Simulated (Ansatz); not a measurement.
A nudged elastic band was laid between two geometries of a periodic cell of 17 atoms, Si (host Si, host structure diamond, interstitial Si).

Level of theory: Ansatz 0.2.0, DFT PBE-D3(BJ), scalar-relativistic, plane waves, PAW. Settings: PAW set soft_1, cutoff 420 eV, k mesh 2x2x2, gaussian smearing 0.02 eV, no spin polarisation.

| Property | Result |
| --- | --- |
| movable images | 5 |
| climbing image | yes |
| spring | 5.0 eV/Å² |
| optimiser | lbfgs |
| start path | IDPP |
| force threshold | 0.03 eV/Å |
| iteration limit | 39 |
| end points | relaxed |

Initial state:

```xyz
17
Lattice="0.0000 5.4300 5.4300 5.4300 0.0000 5.4300 5.4300 5.4300 0.0000" Properties=species:S:1:pos:R:3
Si 0.002 0.035 -0.002
Si 1.363 1.355 1.361
Si 2.683 2.717 0.001
Si 4.051 4.097 1.381
Si 2.715 0.000 2.715
Si 4.069 1.353 4.067
Si 5.431 2.715 2.748
Si 6.792 4.077 4.069
Si 0.003 2.718 2.682
Si 1.385 4.100 4.047
Si 2.721 5.435 2.716
Si 4.054 6.769 4.052
Si 2.750 2.716 5.429
Si 4.070 4.078 6.792
Si 5.432 5.398 5.431
Si 6.813 6.765 6.811
Si 5.436 8.150 5.431
```

Final state:

Only the atoms that move by more than 0.05 Å are listed.
```
Si17 4.068 6.787 6.793
```

Which bonds break or form, and what moves?

Contacts lost: Si10–Si17. Contacts made: Si5–Si17. The atom that moves furthest is Si17, by 2.36 Å.

Give the energies along the band, and the barrier.

It converged. The highest image is number 3 of 0 to 6, 0.31 eV above the ends, which have the same energy within 2 meV. By the program's own check the climbing image is of a kind that is not told: the force calls were inconclusive, a negative curvature could not be distinguished from the path's own, the only one lies far off the path, or fixed occupations may fill a level only in part (lowest curvatures found: -0.56 and -0.00 eV/Å²). Limits of this set-up: coarse k mesh.

```
image  path coordinate (Å)  energy (eV)  Si10–Si17 (Å)  Si5–Si17 (Å)
    0                 0.00         0.00           2.39          4.70
    1                 0.54         0.11           2.46          4.27
    2                 1.08         0.28           2.68          3.77
    3                 1.62         0.31           3.24          3.24
    4                 2.16         0.28           3.77          2.68
    5                 2.71         0.11           4.27          2.46
    6                 3.25         0.00           4.70          2.39
```

What is the geometry of the highest image?


```xyz
17
Lattice="0.0000 5.4300 5.4300 5.4300 0.0000 5.4300 5.4300 5.4300 0.0000" Properties=species:S:1:pos:R:3
Si -0.045 0.015 0.048
Si 1.346 1.400 1.318
Si 2.598 2.796 -0.072
Si 3.988 4.176 1.420
Si 2.883 0.165 2.555
Si 4.121 1.408 4.087
Si 5.509 2.780 2.808
Si 6.945 4.237 3.904
Si -0.047 2.668 2.703
Si 1.190 3.910 4.236
Si 2.558 5.265 2.884
Si 3.993 6.723 3.980
Si 2.728 2.675 5.473
Si 4.119 4.061 6.743
Si 5.515 5.329 5.368
Si 6.906 6.707 6.860
Si 4.753 7.467 6.107
```

The band took 27 iterations and about 16 core-minutes.

Time of the run: 16 min on 1 thread of Arm Neoverse V2 (shared host), peak memory 0.81 GiB.
